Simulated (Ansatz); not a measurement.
# CsLiCr2Te2S3 (P1) in Ansatz: relaxation of cell and atoms with LDA

Aim: the relaxation of cell and atoms of CsLiCr2Te2S3 with LDA.

All numbers are computed with Ansatz 0.2.0; they aren't measurements. Logs are shortened: lines on timing, memory, paths and dates and some standing lists are left out, and cuts for length are marked.

## (1) The structure

The typed cell holds 9 atoms: a = 6.108 Å, b = 6.358 Å, c = 7.995 Å, α = 101.14°, β = 99.87°, γ = 111.27°.

The cell was built by a generator and needn't be a form met in nature.

## (2) Relaxation of cell and atoms, LDA, collinear spin, ferromagnetic start

File input.yaml:

```yaml
crystal:
  lattice:
    - [6.10792, -0.01886, 0.00581]
    - [-2.28822, 5.93151, 0.00333]
    - [-1.38462, -2.19395, 7.5626]
  atoms:
    - { symbol: Cs, position: [0.06348, 0.10178, 0.99394] }
    - { symbol: Li, position: [0.57026, 0.58143, 0.57403] }
    - { symbol: Cr, position: [0.07801, 0.50138, 0.5799], spin: 3.0 }
    - { symbol: Cr, position: [0.43162, 0.02972, 0.53722], spin: 3.0 }
    - { symbol: Te, position: [0.54458, 0.76732, 0.28198] }
    - { symbol: Te, position: [0.01143, 0.65932, 0.29902] }
    - { symbol: S, position: [0.778, 0.37133, 0.70773] }
    - { symbol: S, position: [0.39402, 0.82508, 0.74875] }
    - { symbol: S, position: [0.19605, 0.23009, 0.48646] }
hamiltonian:
  xc: lda
  pseudopotentials: { kind: paw }
magnetization:
  spin_polarized: true
kpoints:
  mp_grid: { grid: [4, 4, 3] }
scf:
  occupations: { method: fermi_dirac, width: 0.05 }
output:
  forces: true
  stress: true
  eigenvalues: true
  write_density: true
  write_potential: true
  elf: true
  volumetric_format: npy
relax:
  f_tol: 0.01
  max_steps: 40
  cell: { stress_tol: 0.05 }
```

Potentials or basis: Ansatz PAW.

Launch:

```console
ansatz run input.yaml --threads 8 --pin off --max-ram 20480MiB --backend cpu --events-out ev --progress --plain --runs-dir out
```

Output:

```text
Warning: RAYON_NUM_THREADS=8 ignored (pool sized by the plan → 8); use --threads N
Engine: ansatz 0.2.0, aarch64-unknown-linux-gnu
Pseudopotentials: kind: paw
Pseudopotential: Cs, paw, valence charge 9, recommended cutoff 420 eV (normal), Cs.paw.azcp
Pseudopotential: Li, paw, valence charge 3, recommended cutoff 420 eV (normal), Li.paw.azcp
Pseudopotential: Cr, paw, valence charge 14, recommended cutoff 420 eV (normal), Cr.paw.azcp
Pseudopotential: Te, paw, valence charge 16, recommended cutoff 420 eV (normal), Te.paw.azcp
Pseudopotential: S, paw, valence charge 6, recommended cutoff 420 eV (normal), S.paw.azcp
Functional definition: SPW92
  exchange = slater_x
  correlation = pw_c
Crystal: 9 atoms, lattice volume = 273.782 Å³
Basis set: ecut = 420 eV, 5373 PW (Γ)
Bands: 58, of which v1, the nominal top of the filled ones, is band 45 counted from 1 (44 counted from 0)
Symmetry: 1 space group operations
Space group: P1 (ITA 1), of the structure as read, at distance tolerance 6.5e-5 Å
Magnetic group: BNS 1.1 (UNI 1), of the structure as read, at distance tolerance 6.5e-5 Å
k-points: 26 of 48 (time reversal used)
Non-local potential: Cs, projectors of the file, l = 0: 3, l = 1: 2, l = 2: 2, l = 3: 2
Non-local potential: Li, projectors of the file, l = 0: 3, l = 1: 2, l = 2: 1
Non-local potential: Cr, projectors of the file, l = 0: 3, l = 1: 2, l = 2: 3, l = 3: 1
Non-local potential: Te, projectors of the file, l = 0: 2, l = 1: 2, l = 2: 2, l = 3: 2
Non-local potential: S, projectors of the file, l = 0: 2, l = 1: 2, l = 2: 2
PAW form: soft (Blöchl's): semilocal exchange-correlation on the pseudo side does not see the compensation charge
PAW frozen core: Cs, regenerated for the run's functional, and the local potential with it (the file was generated under x = pbe(κ = 0.804, μ = 0.2195149727645171), c = pbe(β = 0.06672455060314922))
PAW frozen core: Cr, regenerated for the run's functional, and the local potential with it (the file was generated under x = pbe(κ = 0.804, μ = 0.2195149727645171), c = pbe(β = 0.06672455060314922))
PAW frozen core: Te, regenerated for the run's functional, and the local potential with it (the file was generated under x = pbe(κ = 0.804, μ = 0.2195149727645171), c = pbe(β = 0.06672455060314922))
PAW frozen core: S, regenerated for the run's functional, and the local potential with it (the file was generated under x = pbe(κ = 0.804, μ = 0.2195149727645171), c = pbe(β = 0.06672455060314922))
PAW one-centre angular grid: Cs, 194 points (default); XC on 64 Gauss nodes
PAW one-centre angular grid: Li, 110 points (default); XC on 64 Gauss nodes
PAW one-centre angular grid: Cr, 590 points (default); XC on 64 Gauss nodes
PAW one-centre angular grid: Te, 590 points (default); XC on 64 Gauss nodes
PAW one-centre angular grid: S, 110 points (default); XC on 64 Gauss nodes
Initial density: superposition of atomic densities (chi_scale 0.1, normalization cell, long waves kept (reshape's long-wave potential 0.07 eV rms))
Starting moments: Σ|m| = 6 μB on 2 of 9 sites
Initial wavefunctions: pseudopotential atomic-orbital guess
Functional: x = slater, c = lda
SCF iter   1: F=—  HF=-28623.024925 eV  |F-HF|=—  |Δ(HF+E_count)|=         —  Δρ=4.25e-2 (↑4.25e-2 ↓2.77e-2)  dr2=1.95e1  dr2_m=3.04e-1  M=5.086 μB ∫|m|=5.648 μB  β_m=0.30  ethr=3.10e-3  ⟨swp⟩=8.1  Hψ=12770  notcnv=0
Mixer restart at iter 1: flushing history
preconditioner: auto → Kerker (q_TF=auto, 2.267 Å⁻¹)  [metal: Δε(μ)=0.012 eV  Ē_g=8.091 eV  σ=0.050 eV  W_gap=0.06  n_scr=54 (ndim 8)  ℏωp=15.9 eV  f_vac=0.070  D(μ)=5.98/eV (n_scr^D=30)]
[... 352 lines left out ...]
SCF iter  19: F=-28620.871062 eV  HF=-28620.871062 eV  |F-HF|=2.91e-11  |Δ(HF+E_count)|=  7.28e-12  Δρ=6.93e-8 (↑6.93e-8 ↓4.24e-8)  dr2=3.59e-11  dr2_m=2.10e-12  M=1.537 μB ∫|m|=1.883 μB  ethr=1.00e-12  ⟨swp⟩=7.8  Hψ=14278  notcnv=0
SCF 17 converged in 19 iterations: F = -28620.871062 eV  dr2 = 3.59e-11
relax step  17: F+E_penalty+E_count = -28620.87106198 eV  Δ(F+E_penalty+E_count) = +4.876e-3 eV  max|allowed force component| = 2.574e-3 eV/Å  Δτ_max = 0.0000 Å  P = -0.026 GPa  Ω = 223.194 Å³  stress off target by 3.41e-2 GPa  SCF on the basis re-selected at this cell (its energy is not comparable with the rows above)  (19 SCF iters)
basis re-selected at this cell: Δ(F+E_penalty+E_count) = +4.876e-3 eV, ΔP = -0.018 GPa vs the last step (what re-selecting the basis moved, of the pressure what is left beyond the Pulay correction that the steps carried, after the strain that the cell walked since its last selection, with what the two solves' SCF thresholds leave and, on support functions, any second-order correction that the steps lacked; it is no measure of the basis error at this ecutwfc). The dense FFT grid was sized anew with the basis: this SCF ran on 40×40×50 points, the steps before it on 45×45×54, so part of this shift can come from that change (see relax.cell in the input reference). This SCF's stress stands 3.41e-2 GPa from its target on what of the cell is left free (relax.cell.stress_tol is 5.00e-2 GPa) and its largest allowed force component is 2.57e-3 eV/Å (relax.f_tol is 1.00e-2 eV/Å): within both
SCF converged after 19 iterations
Magnetization: 1.5367 μB (45.7684 up, 44.2316 down)
Absolute magnetization: 1.9060 μB (∫|ρ↑−ρ↓|, with the PAW one-centre terms)
Spin contamination: 0.1344 ħ² per cell (⟨S²⟩ above its minimum at these occupations)
Per-site moments (μB) at R_I (Å): [(0.0021214952644344714, 1.4235923427382537), (0.0011143813758025204, 0.9555311076764194), (0.1203856825253382, 0.8504526205849716), (1.1757918287514957, 0.8844479740425895), (-0.02192506311558156, 1.0751264582320061), (-0.00953343680084359, 1.0155885887886056), (0.0006555658560827897, 0.8729279495557578), (-0.005043507935797953, 0.8765939349514457), (-0.015764918617744737, 0.8504526205849716)]
Free energy (F): -28620.871062 eV
Harris-Foulkes:  -28620.871062 eV  (|F-HF|=2.91e-11)
Internal energy: -28620.829495 eV  (E = F + TS)
E sigma→0 (E₀):  -28620.850278 eV
Entropy (-TS):   -0.041567 eV (-4.619 meV/atom)
Fermi energy:    7.291155 eV
--- Per-component energies (eV) ---
  E_band       = -1281.836501
  E_kinetic    = 1545.495929
  E_local      = -9582.448185  (includes V_loc(G=0)·N_el)
  E_nonlocal   = -350.189535
  E_hartree    = 4689.648734
  E_xc         = -999.414866
  E_vxc        = -971.935888  (∫ρ·V_xc dr)
  E_paw        = -17933.430091  (= ΣΔE_a)
  E_vpaw       = -1302.057027  (= ΣTr[D̂ρ^β])
  E_aug_tail   = 0.000322  (compensation charges beyond the density's cutoff)
  E_ewald      = -5993.309524
  E_core_change = 2.817721  (= ΣΔE_core)
  E_smearing   = -0.041567  (= −TS)
  E_closure    = 0.000000  (closes the sum)
  Σ components = -28620.871062   (vs F -28620.871062, Δ=0.00e0)
--- Forces (eV/Å), atoms counted from 1 ---
  atom   1  Cs     0.00069005    -0.00074020    -0.00067708
  atom   2  Li    -0.00175014    -0.00000716    -0.00008157
  atom   3  Cr     0.00107120    -0.00246357     0.00079330
  atom   4  Cr    -0.00133686     0.00257450     0.00118048
  atom   5  Te     0.00087219    -0.00095616    -0.00148684
  atom   6  Te     0.00080151     0.00217866     0.00048496
  atom   7  S      0.00153052    -0.00099220    -0.00114248
  atom   8  S     -0.00067036     0.00193572     0.00035383
  atom   9  S     -0.00120372    -0.00152846     0.00057437
  max |Σ_I F_I| component: 4.39e-6 eV/Å
--- Stress (GPa, compression-positive) ---
       -0.021367       0.001858      -0.000171
        0.001858      -0.030651      -0.005455
       -0.000171      -0.005455      -0.024999
  P = ⅓ Tr σ = -0.0257 GPa (-0.257 kbar)
--- Band table (eV; the first three rows and the last of 52) ---
  k-point 0 ↑: bands = ["-64.3091", "-63.9124", "-37.6125", "-36.1809", "-36.0497", "-35.9012", "-35.7858", "-35.7374", "-35.4970", "-29.6848", "-29.6633", "-29.6344", "-29.5678", "-29.5542", "-29.1117", "-29.0880", "-29.0539", "-28.9426", "-28.9384", "-14.3583", "-6.5417", "-5.6006", "-5.2679", "-4.6460", "-2.6736", "-1.2514", "-1.2310", "-1.1838", "1.7120", "2.0656", "2.2718", "2.5515", "2.9493", "3.3495", "3.5392", "3.8171", "4.1394", "4.4425", "4.5539", "4.9842", "5.4995", "5.7365", "6.2017", "6.4446", "6.9788", "7.0442", "7.5833", "7.9342", "8.2950", "8.8154", "9.1627", "9.5670", "9.6826", "10.5398", "11.1469", "11.6221", "12.2519", "12.5239"]
  k-point 1 ↑: bands = ["-64.3091", "-63.9124", "-37.6125", "-36.1809", "-36.0497", "-35.9012", "-35.7858", "-35.7374", "-35.4970", "-29.6848", "-29.6633", "-29.6344", "-29.5678", "-29.5542", "-29.1117", "-29.0880", "-29.0539", "-28.9426", "-28.9384", "-14.3580", "-6.5386", "-5.6170", "-5.2670", "-4.6518", "-2.6770", "-1.2479", "-1.2095", "-1.1547", "1.7101", "2.0392", "2.5010", "2.6118", "3.0075", "3.2788", "3.4891", "3.7347", "4.0618", "4.3215", "4.5111", "4.9925", "5.3999", "5.6951", "6.2364", "6.4776", "6.8153", "7.0732", "7.6091", "8.0242", "8.2526", "8.6099", "8.8697", "9.6892", "9.7521", "10.8951", "11.4482", "11.6987", "12.2513", "12.7401"]
  k-point 2 ↑: bands = ["-64.3091", "-63.9124", "-37.6126", "-36.1808", "-36.0494", "-35.9011", "-35.7857", "-35.7379", "-35.4970", "-29.6848", "-29.6633", "-29.6344", "-29.5678", "-29.5542", "-29.1117", "-29.0880", "-29.0539", "-28.9426", "-28.9384", "-14.3569", "-6.4139", "-5.6664", "-5.3284", "-4.6933", "-2.7180", "-1.2699", "-1.2612", "-1.1837", "1.6474", "2.1005", "2.5453", "2.6724", "3.0057", "3.3346", "3.4139", "3.5990", "4.1080", "4.3608", "4.6892", "5.1985", "5.4818", "5.7058", "6.2083", "6.5064", "6.9076", "7.1430", "7.6428", "8.0429", "8.3520", "8.7167", "9.0244", "9.3004", "9.9372", "10.8778", "11.4614", "11.9869", "12.2273", "12.4737"]
  k-point 25 ↓: bands = ["-63.7741", "-62.9806", "-37.6115", "-35.6392", "-35.5760", "-35.4125", "-34.9022", "-34.7110", "-34.6372", "-29.6844", "-29.6663", "-29.6350", "-29.5734", "-29.5603", "-29.1197", "-29.0962", "-29.0578", "-28.9470", "-28.9424", "-14.3526", "-6.0194", "-5.9822", "-5.3448", "-4.3299", "-3.6234", "-1.2750", "-1.2010", "-1.1380", "2.1914", "2.3294", "2.6294", "2.8976", "3.2586", "3.6079", "3.7407", "3.8549", "4.1203", "4.3242", "4.6422", "5.1588", "5.7505", "6.3274", "6.5820", "7.0050", "7.3314", "7.6894", "8.1333", "8.2271", "8.6012", "8.7299", "9.0308", "9.3956", "10.1696", "11.5503", "11.9606", "12.2283", "12.3882", "12.5757"]
--- Relaxed structure (16 steps of the walk, 15 accepted, 1 SCFs on fresh bases) ---
  F+E_penalty+E_count = -28620.87106198 eV   max|allowed force component| = 2.574e-3 eV/Å   (the final SCF, on the basis selected at the relaxed cell)
  cell:  # Å, volume = 223.1936 Å³
    - [5.965511978442121, -0.03689341176331965, -0.15096925248772997]
    - [-2.254222127576246, 5.3808331010724135, 0.06036867846255212]
    - [-1.5388049461675801, -1.9846477001477307, 7.008965138553981]
  atoms:
    - { symbol: Cs, position: [0.09739021030757355, 0.10074877335480847, 0.9883795195108559] }
    - { symbol: Li, position: [0.5695849188175715, 0.5857633833597273, 0.5565087299663651] }
    - { symbol: Cr, position: [0.0944292131400721, 0.5230121052510748, 0.5877765826055463] }
    - { symbol: Cr, position: [0.40065213037288605, 0.003134728570272305, 0.5379983147929881] }
    - { symbol: Te, position: [0.5336557229399264, 0.8041468317667715, 0.2663058918702888] }
    - { symbol: Te, position: [-0.02329595890893832, 0.6310764488878596, 0.2843291601305717] }
    - { symbol: S, position: [0.7797319359746354, 0.3627770045933135, 0.6899555402541546] }
    - { symbol: S, position: [0.4364278589240201, 0.8396672909245372, 0.780963608055459] }
    - { symbol: S, position: [0.1788739684322526, 0.21712343329163397, 0.5168126528137705] }
```

Run time: 6 min. Hardware: 8 threads of Arm Neoverse V1, shared host; peak memory 1.5 GiB.

Results:

```yaml
Free_energy: -28620.8711 eV
Relaxed_volume: 24.80 Å³/atom
Relaxed_cell: a = 5.968 Å, b = 5.834 Å, c = 7.445 Å, α = 98.99°, β = 103.23°, γ = 113.09°
Space_group_after_relaxing_to_0.05_Å: P1 (No. 1)
Energy_gained_by_relaxing: 74.0 meV/atom
Ionic_steps: 16
Pressure_after_relaxing: 0.0 GPa
Largest_force_after_relaxing: 0.003 eV/Å
Band_gap_on_the_k_mesh: none (metal or under the smearing width)
Net_moment: 1.54 μB per cell
Absolute_moment: 1.91 μB per cell
Site_moments: Cs +0.00; Li +0.00; Cr +0.12, +1.18; Te -0.02, -0.01; S +0.00, -0.01, -0.02 μB
```

Forces in eV/Å, atoms in the order of the input:
```
Cs   0.001 -0.001 -0.001
Li  -0.002  0.000  0.000
Cr   0.001 -0.002  0.001
Cr  -0.001  0.003  0.001
Te   0.001 -0.001 -0.001
Te   0.001  0.002  0.000
S    0.002 -0.001 -0.001
S   -0.001  0.002  0.000
S   -0.001 -0.002  0.001
```

Step by step:
```tsv
step	energy change (eV)	largest force (eV/Å)	volume (Å³)
1	0.0000	0.5884	273.78
2	-0.2642	0.4565	253.14
3	-0.3754	0.1637	239.96
4	-0.5327	0.7607	221.89
5	-0.6202	0.4105	220.55
6	-0.6518	0.1270	219.63
7	-0.6600	0.0624	221.25
8	-0.6657	0.0712	223.63
9	-0.6671	0.0365	223.97
10	-0.6684	0.0260	224.10
11	-0.6694	0.0224	223.69
12	-0.6702	0.0239	223.22
13	-0.6704	0.0260	222.93
14	-0.6706	0.0115	223.15
15	-0.6706	0.0030	223.19
16	-0.6657	0.0031	223.19
```

Final structure:
```yaml
crystal:
  lattice:
    - [5.96551, -0.03689, -0.15097]
    - [-2.25422, 5.38083, 0.06037]
    - [-1.53880, -1.98465, 7.00897]
  atoms:
    - { symbol: Cs, position: [0.09739, 0.10075, 0.98838] }
    - { symbol: Li, position: [0.56958, 0.58576, 0.55651] }
    - { symbol: Cr, position: [0.09443, 0.52301, 0.58778] }
    - { symbol: Cr, position: [0.40065, 0.00313, 0.53800] }
    - { symbol: Te, position: [0.53366, 0.80415, 0.26631] }
    - { symbol: Te, position: [0.97670, 0.63108, 0.28433] }
    - { symbol: S, position: [0.77973, 0.36278, 0.68996] }
    - { symbol: S, position: [0.43643, 0.83967, 0.78096] }
    - { symbol: S, position: [0.17887, 0.21712, 0.51681] }
```

Caveat: the volume moved by over 15 % at a fixed basis, so the end points are rough; the plane-wave basis is chosen anew once the cell has moved, so the energies of steps on either side of that aren't comparable; only a ferromagnetic start was run, and an antiferromagnetic order may lie lower in energy; the PAW data sets come from PBE, with cores solved anew for the run's functional, which leaves a small shift of forces and pressure; the starting moments weren't kept.
